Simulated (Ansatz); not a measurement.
NbRu3 and its elements, a formation energy from the elements

Computed with the Python package of Ansatz (0.2.0).

`formation_nbru3.py`
```python
"""Is NbRu3 bound against its elements, after relaxing cells and atoms."""

from collections import Counter
import warnings

import ansatz as az
import numpy as np
import pandas as pd

CUTOFF_EV = 260
FUNCTIONAL = "pbesol"
SCF_TOL = 1e-08
KSPACING = 0.39
OCCUPATIONS = "fermi_dirac"
SIGMA = 0.1


def run_phase(name, crystal):
    calc = (
        crystal.calculation()
        .accuracy("low")
        .basis(CUTOFF_EV, xc_grid=2)
        .initial_density(normalization="atom")
        .functional(FUNCTIONAL)
        .scf(tolerance=SCF_TOL, lower_state_search="light")
        .kpoints(spacing=KSPACING)
        .occupations(OCCUPATIONS, width=SIGMA)
        .stress()
    )
    calc = calc.relax(force_tolerance=0.03, cell=True)
    return calc.run()


def counts(outcome):
    return Counter(site.symbol for site in outcome.lattice.sites)

def formation_energy(outcome, mu):
    n = counts(outcome)
    return (outcome.report["energy_sigma0_ev"] - sum(k * mu[element] for element, k in n.items())) / sum(n.values())


def volume_per_atom(outcome):
    return abs(np.linalg.det(outcome.lattice.cell_ang)) / len(outcome.lattice.sites)

warnings.simplefilter("ignore")

phases = {}
nbru3 = (
    az.Lattice.from_parameters(3.88, 3.88, 3.88, alpha=90.0, beta=90.0, gamma=90.0)
    .atom("Nb", [0.0, 0.0, 0.0])
    .atom("Ru", [0.0, 0.5, 0.5])
    .atom("Ru", [0.5, 0.0, 0.5])
    .atom("Ru", [0.5, 0.5, 0.0])
)
phases["NbRu3"] = nbru3
nb = (
    az.Lattice.bcc(3.3279)
    .space_group(229)
    .atom("Nb", [0.0, 0.0, 0.0])
    .primitive()
)
phases["Nb"] = nb
ru = (
    az.Lattice.from_parameters(2.7058, 2.7058, 4.2819, alpha=90, beta=90, gamma=120)
    .space_group(194)
    .atom("Ru", [1 / 3, 2 / 3, 0.25])
)
phases["Ru"] = ru

done = {}
for name, crystal in phases.items():
    done[name] = run_phase(name, crystal)
    print(f"{name}: {done[name].report['energy_sigma0_ev']:.4f} eV, {len(done[name].lattice.sites)} atoms")

# energy of one atom in its reference phase
references = {"Nb": "Nb", "Ru": "Ru"}
mu = {element: done[name].report["energy_sigma0_ev"] / len(done[name].lattice.sites) for element, name in references.items()}

target = done["NbRu3"]
heat = formation_energy(target, mu)
rows = [(name, len(o.lattice.sites), volume_per_atom(o), formation_energy(o, mu)) for name, o in done.items()]
print(pd.DataFrame(rows, columns=["phase", "atoms", "V (A^3/atom)", "E_form (eV/atom)"]).round(4).to_string(index=False))
```

```console
$ python formation_nbru3.py
NbRu3: -21942.4521 eV, 4 atoms
Nb: -4495.2096 eV, 1 atoms
Ru: -11631.0514 eV, 2 atoms
phase  atoms  V (A^3/atom)  E_form (eV/atom)
NbRu3      4       14.4675           -0.1664
   Nb      1       17.5455            0.0000
   Ru      2       13.6213            0.0000
```

Notes:
- These settings explore the input space; cutoff and mesh may be short of convergence.
- The cutoff lies under the one recommended for these potentials.
- For the metals among these phases the mesh is modest: differences between phases can be off by up to 40 meV an atom.
- The program warned that this SCF threshold is loose for forces or stresses.
- The cells come from databases of deposited and of computed structures, and not all need be stable phases.
- The compound is the structure given, not necessarily its lowest; energies are at zero temperature, with no correction for gases. A semilocal functional's error on such energies is often 0.05 to 0.1 eV an atom, and 0.1 to 0.3 eV against gases such as O2 or F2.
- The script silences warnings, which a real study should read.
- Finished in 16 s on 1 thread of Arm Neoverse V2, on a shared host, peak memory 0.39 GiB.
